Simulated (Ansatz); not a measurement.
**GaP (GaP (110), 3 layers): a single-point run**

Aim: a sound single-point run of GaP (GaP (110), 3 layers). The structure is shown as the input types it.

Program: Ansatz 0.2.0. Level of theory: DFT, LDA, PAW with Ansatz's default frozen-core files, scalar-relativistic. These are calculated values, not measurements.

### Step 1. The structure to begin with

It takes space group Pmm2 (No. 25, orthorhombic). Conventional cell: a = 3.812 Å, b = 19.812 Å, c = 5.391 Å, α = 90.00°, β = 90.00°, γ = 90.00°. Around Ga (site symmetry m) lie 3 P at 2.33 Å. P (site symmetry m) is surrounded by 3 Ga at 2.33 Å. Ga (site symmetry mm2) is surrounded by 4 P at 2.33 Å. P (site symmetry mm2) is surrounded by 4 Ga at 2.33 Å.

Structure file:

```cif
data_structure
_symmetry_space_group_name_H-M 'Pmm2'
_symmetry_Int_Tables_number 25
_cell_length_a 3.8121
_cell_length_b 19.8121
_cell_length_c 5.3911
_cell_angle_alpha 90.000
_cell_angle_beta 90.000
_cell_angle_gamma 90.000
_cell_volume 407.16
loop_
_atom_site_label
_atom_site_type_symbol
_atom_site_symmetry_multiplicity
_atom_site_Wyckoff_symbol
_atom_site_fract_x
_atom_site_fract_y
_atom_site_fract_z
_atom_site_occupancy
Ga1 Ga 2 g 0.00000 0.40379 0.87500 1
P1 P 2 h 0.50000 0.40379 0.12500 1
Ga2 Ga 1 d 0.50000 0.50000 0.37500 1
P2 P 1 b 0.00000 0.50000 0.62500 1
```

### Step 2. The calculation

input.yaml reads:

```yaml
crystal:
  lattice:
    - [3.8120652633, 0.0, 0.0]
    - [0.0, 5.391074396, 0.0]
    - [0.0, 0.0, 19.8121]
  atoms:
    - { symbol: Ga, position: [0.25, 0.125, 0.4037945179], spin: 2.0 }
    - { symbol: P, position: [0.75, 0.875, 0.4037945179] }
    - { symbol: Ga, position: [0.75, 0.625, 0.5] }
    - { symbol: P, position: [0.25, 0.375, 0.5] }
    - { symbol: Ga, position: [0.25, 0.125, 0.5962054821] }
    - { symbol: P, position: [0.75, 0.875, 0.5962054821] }
kpoints:
  mp_grid: { grid: [8, 6, 1] }
scf:
  occupations: { method: fermi_dirac, width: 0.02 }
  max_iter: 50
hamiltonian:
  xc: lda
  pseudopotentials: { kind: paw }
output:
  forces: true
  stress: true
  eigenvalues: true
  populations: true
efield:
  axis: 3
  amplitude: 0
  dipole_correction: true
```

The run is started by

```sh
$ ansatz run input.yaml --threads 2 --pin off --max-ram 4096MiB --backend cpu --events-out ev --progress --plain --runs-dir out
```

Q: Will this input give a usable result? If not, why, and what should change?

Nothing was computed: the input was turned down at the start. Its message: «inconsistent input (magnetization.spin_polarized): false but per-atom `spin:`, `per_species`, `initial_magnetization`, `magnetic_field`, or `spin_locking` is set»

Starting moments are given, but spin polarisation is off.

The cure: make the spin settings agree.
